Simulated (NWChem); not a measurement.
# AlNH2BrCl (SMILES [NH2][Al]([Cl])[Br]): levels of theory compared

Wanted: a comparison of 5 runs (HF/STO-3G, HF/3-21G, B3LYP/6-31G*, BP86/6-31G*) of AlNH2BrCl. 

The results are computed with NWChem 7.3.0.

## (1) Starting point

AlNH2BrCl: 6 atoms, total charge 0, spin state singlet. As SMILES, `[NH2][Al]([Cl])[Br]`. The coordinates come from a PBE0-D4/def2-TZVP relaxation.

Bond lengths: N1–Al2 1.747 Å, Al2–Cl3 2.083 Å, Al2–Br4 2.240 Å, N1–H5 1.007 Å, N1–H6 1.006 Å. Angles: N1–Al2–Cl3 119.9°, N1–Al2–Br4 120.0°, Cl3–Al2–Br4 120.1°, Al2–N1–H5 124.4°, Al2–N1–H6 124.3°, H5–N1–H6 111.3°.

## (2) Energy and gradient at HF/STO-3G (run 1)

Input file calc.nw:

```
START calc
memory stack 880 mb heap 220 mb global 1100 mb
charge 0

GEOMETRY units bohr noautosym nocenter noautoz
  N  -0.11376151  1.94698483 -0.09883268
  Al  0.14758761 -1.33868199  0.09297453
  Cl  2.65298651 -2.96063392  2.65903363
  Br -2.20908984 -3.80005026 -2.41714869
  H   0.88212415  3.16850379  0.96640594
  H  -1.28028945  2.86274611 -1.28954911
END

BASIS "ao basis" spherical bse
  * library STO-3G
END

SCF
  nopen 0
  rhf
  thresh 1e-08
  maxiter 80
END

TASK scf gradient
```

Launch:

```
$ nwchem calc.nw > calc.out
```

Standard output:

```text
[...]
  functions       =    43
[...]
  wavefunction    = RHF
[...]
         Total SCF energy =  -3293.376751383327
      One-electron energy =  -5320.178354374494
      Two-electron energy =   1667.827661820532
 Nuclear repulsion energy =    358.973941170635
        Time for solution =      1.9s
[...]
                         RHF ENERGY GRADIENTS
    atom               coordinates                        gradient
                 x          y          z           x          y          z
   1 N      -0.113762   1.946985  -0.098833   -0.005140   0.046790  -0.004204
   2 Al      0.147588  -1.338682   0.092975    0.013960  -0.014373   0.014155
   3 Cl      2.652987  -2.960634   2.659034    0.005196  -0.004321   0.005302
   4 Br     -2.209090  -3.800050  -2.417149   -0.015190  -0.015371  -0.016164
   5 H       0.882124   3.168504   0.966406   -0.004203  -0.007225  -0.004546
   6 H      -1.280289   2.862746  -1.289549    0.005377  -0.005500   0.005457
[...]
```

Wall time 4.2 s (1 thread of Intel Xeon 6975P-C (Granite Rapids), shared host); peak memory 0.097 GiB.

## (3) Energy and gradient at HF/3-21G (run 2)

Input file mymol.nw:

```
start mymol
title "AlBrClH2N"
memory 2200 mb
charge 0
geometry units angstrom noautosym nocenter noautoz
   N     -0.060200     1.030300    -0.052300
   Al     0.078100    -0.708400     0.049200
   Cl     1.403900    -1.566700     1.407100
   Br    -1.169000    -2.010900    -1.279100
   H      0.466800     1.676700     0.511400
   H     -0.677500     1.514900    -0.682400
end
basis spherical bse
   * library 3-21G
end
scf
   thresh 1e-08
   maxiter 80
   print low
end
task scf gradient
```

Launch:

```
$ nwchem mymol.nw > mymol.out
```

Standard output:

```text
[...]
  functions       =    61
[...]
  wavefunction    = RHF
[...]
         Total SCF energy =  -3313.429328859288
      One-electron energy =  -5330.244989682959
      Two-electron energy =   1657.841693675516
 Nuclear repulsion energy =    358.973967148156
        Time for solution =      2.7s
[...]
                         RHF ENERGY GRADIENTS
    atom               coordinates                        gradient
                 x          y          z           x          y          z
   1 N      -0.113762   1.946985  -0.098833   -0.000286  -0.005518  -0.000428
   2 Al      0.147588  -1.338682   0.092975    0.011547  -0.024561   0.011406
   3 Cl      2.652986  -2.960634   2.659033   -0.023359   0.014369  -0.023940
   4 Br     -2.209090  -3.800050  -2.417149    0.012317   0.012933   0.013123
   5 H       0.882124   3.168504   0.966406    0.001900   0.001521   0.002012
   6 H      -1.280289   2.862746  -1.289549   -0.002120   0.001256  -0.002174
 Task  times  cpu:        4.8s     wall:        4.8s
 Total times  cpu:        4.8s     wall:        4.8s
```

Wall time 5.4 s (1 thread of Intel Xeon 6975P-C (Granite Rapids), shared host); peak memory 0.094 GiB.

## (4) Energy and forces at B3LYP/6-31G(d) (spherical functions) (run 3)

Input file run.nw:

```
start run
title "AlBrClH2N"
memory total 2200 mb
charge 0

geometry units angstroms noautosym nocenter noautoz
 N       -0.060200       1.030300      -0.052300
 Al       0.078100      -0.708400       0.049200
 Cl       1.403900      -1.566700       1.407100
 Br      -1.169000      -2.010900      -1.279100
 H        0.466800       1.676700       0.511400
 H       -0.677500       1.514900      -0.682400
end

basis spherical bse
 * library 6-31G*
end

dft
 xc b3lyp
 mult 1
 grid xfine
 convergence energy 1e-08
 iterations 100
 mulliken
 noprint "final vectors analysis"
end

task dft gradient
```

Launch:

```
$ nwchem run.nw > run.out
```

Standard output:

```text
[...]
          Wavefunction type:  closed shell.
          No. of atoms     :     6
          No. of electrons :    74
[...]
          Charge           :     0
          Spin multiplicity:     1
[...]
          AO basis - number of functions:    86
[...]
              XC Information
              --------------
                         B3LYP Method XC Potential
                     Hartree-Fock (Exact) Exchange  0.200
                        Slater Exchange Functional  0.800 local
                    Becke 1988 Exchange Functional  0.720 non-local
              Lee-Yang-Parr Correlation Functional  0.810
                  VWN I RPA Correlation Functional  0.190 local
[...]
 d= 0,ls=0.0,diis     1  -3332.5694186343 -3.69D+03  1.23D-02  5.45D-01     2.8
[...]
 d= 0,ls=0.0,diis     8  -3332.6305948149  3.76D-09  4.57D-06  2.10D-07    17.6
         Total DFT energy =    -3332.630594814905
      One electron energy =    -5346.558997839476
           Coulomb energy =     1801.051537044451
    Exchange-Corr. energy =     -146.097101168036
 Nuclear repulsion energy =      358.973967148156
[...]
      Total Density - Mulliken Population Analysis
     ---------------------------------------------
    Atom       Charge   Shell Charges
 -----------   ------   -------------------------------------------------------
    1 N    7     7.86   2.00  0.77  2.54  0.82  1.72  0.01
    2 Al  13    12.36   2.00  2.00  5.96  0.74  1.18  0.02  0.17  0.29
    3 Cl  17    17.24   2.00  2.00  5.97  1.41  3.65  0.53  1.68  0.01
    4 Br  35    35.24   2.00  2.00  6.00  2.00  5.99  1.63  3.87  0.30  1.44  6.95  2.92  0.15
    5 H    1     0.65   0.50  0.15
    6 H    1     0.66   0.50  0.15
[...]
  wavefunction    = closed shell
                         DFT ENERGY GRADIENTS
    atom               coordinates                        gradient
                 x          y          z           x          y          z
   1 N      -0.113762   1.946985  -0.098833    0.000067  -0.002764   0.000004
   2 Al      0.147588  -1.338682   0.092975    0.000964   0.002439   0.001057
   3 Cl      2.652986  -2.960634   2.659033   -0.004768   0.002911  -0.004885
   4 Br     -2.209090  -3.800050  -2.417149    0.003249   0.003422   0.003463
   5 H       0.882124   3.168504   0.966406   -0.002801  -0.003412  -0.002996
   6 H      -1.280289   2.862746  -1.289549    0.003289  -0.002596   0.003358
[...]
```

It took 31 s on 1 thread of Intel Xeon 6975P-C (Granite Rapids), shared host; peak memory 0.13 GiB.

Run 4 isn't shown in full; the table further down has it.

## (5) Energy and gradient at B3LYP/6-31G(d) (Cartesian functions) (run 5)

Input file test.nw:

```
echo
START test
memory 2200 mb

GEOMETRY units au noautosym nocenter noautoz
N  -0.11376151  1.94698483 -0.09883268
Al  0.14758761 -1.33868199  0.09297453
Cl  2.65298651 -2.96063392  2.65903363
Br -2.20908984 -3.80005026 -2.41714869
H   0.88212415  3.16850379  0.96640594
H  -1.28028945  2.86274611 -1.28954911
END

BASIS cartesian
* library 6-31G*
END

DFT
xc b3lyp
grid fine
convergence energy 1e-08
maxiter 100
mulliken
END

TASK dft gradient
```

Launch:

```
$ nwchem test.nw > test.out
```

Standard output:

```text
[...]
          Wavefunction type:  closed shell.
          No. of atoms     :     6
          No. of electrons :    74
[...]
          Charge           :     0
          Spin multiplicity:     1
[...]
          AO basis - number of functions:    92
[...]
              XC Information
              --------------
                         B3LYP Method XC Potential
                     Hartree-Fock (Exact) Exchange  0.200
                        Slater Exchange Functional  0.800 local
                    Becke 1988 Exchange Functional  0.720 non-local
              Lee-Yang-Parr Correlation Functional  0.810
                  VWN I RPA Correlation Functional  0.190 local
[...]
 d= 0,ls=0.0,diis     1  -3332.5795406718 -3.69D+03  1.34D-02  1.84D+00     2.2
[...]
 d= 0,ls=0.0,diis     8  -3332.6451161234  8.69D-09  6.89D-06  7.95D-07    13.1
         Total DFT energy =    -3332.645116123445
      One electron energy =    -5346.375986051535
           Coulomb energy =     1800.778419214558
    Exchange-Corr. energy =     -146.021490457103
 Nuclear repulsion energy =      358.973941170635
[...]
      Total Density - Mulliken Population Analysis
     ---------------------------------------------
    Atom       Charge   Shell Charges
 -----------   ------   -------------------------------------------------------
    1 N    7     7.86   1.99  0.77  2.54  0.81  1.73  0.02
    2 Al  13    12.34   2.00  1.99  5.96  0.85  1.18  0.01  0.17  0.18
    3 Cl  17    17.24   2.00  1.99  5.97  1.45  3.65  0.54  1.67 -0.03
    4 Br  35    35.25   2.00  1.99  6.00  1.93  5.99  1.61  3.87  0.36  1.43  7.02  2.95  0.11
    5 H    1     0.66   0.50  0.16
    6 H    1     0.66   0.50  0.16
[...]
  wavefunction    = closed shell
                         DFT ENERGY GRADIENTS
    atom               coordinates                        gradient
                 x          y          z           x          y          z
   1 N      -0.113762   1.946985  -0.098833    0.000016  -0.002033  -0.000031
   2 Al      0.147588  -1.338682   0.092975    0.000892   0.001768   0.000965
   3 Cl      2.652987  -2.960634   2.659034   -0.004704   0.002844  -0.004821
   4 Br     -2.209090  -3.800050  -2.417149    0.003311   0.003461   0.003529
   5 H       0.882124   3.168504   0.966406   -0.002775  -0.003422  -0.002968
   6 H      -1.280289   2.862746  -1.289549    0.003260  -0.002617   0.003327
[...]
```

Run time: 26 s. Hardware: 1 thread of Intel Xeon 6975P-C (Granite Rapids), shared host; peak memory 0.12 GiB.

## (6) The series

| run | level | iteration cap | module | energy (Eh) | dipole moment (D) | largest force (eV/Å) | wall time |
| --- | --- | --- | --- | --- | --- | --- | --- |
| 1 | HF/STO-3G | 80 | scf | -3293.376751 | 3.12 | 2.430 | 4.2 s |
| 2 | HF/3-21G | 80 | scf | -3313.429329 | – | 1.872 | 5.4 s |
| 3 | B3LYP/6-31G* (spherical functions) | 100 | dft | -3332.630595 | 2.74 | 0.382 | 31 s |
| 4 | BP86/6-31G* (spherical functions) | 100 | dft | -3332.901295 | 2.79 | 0.629 | 34 s |
| 5 | B3LYP/6-31G* (Cartesian functions) | 100 | dft | -3332.645116 | 2.73 | 0.376 | 26 s |

## (7) What came out

| quantity | value |
| --- | --- |
| run 5: total energy | -3332.64512 Eh |
| run 5: dipole moment | 2.73 D |
| run 5: HOMO energy | -7.56 eV |
| run 5: LUMO energy | -0.92 eV |
| run 5: HOMO–LUMO gap | 6.65 eV |
| run 5: largest force on an atom | 0.376 eV/Å |

In words: Over runs 1, 3, 4, 5 the dipole moment (its size) runs from 2.73 D (B3LYP/6-31G*) to 3.12 D (HF/STO-3G). The two ends differ in method and basis. Totals of different functionals can't be ranked against each other. In run 1 the basis is minimal, so the values are rough. All runs together took 1.7 min, the longest 34 s.
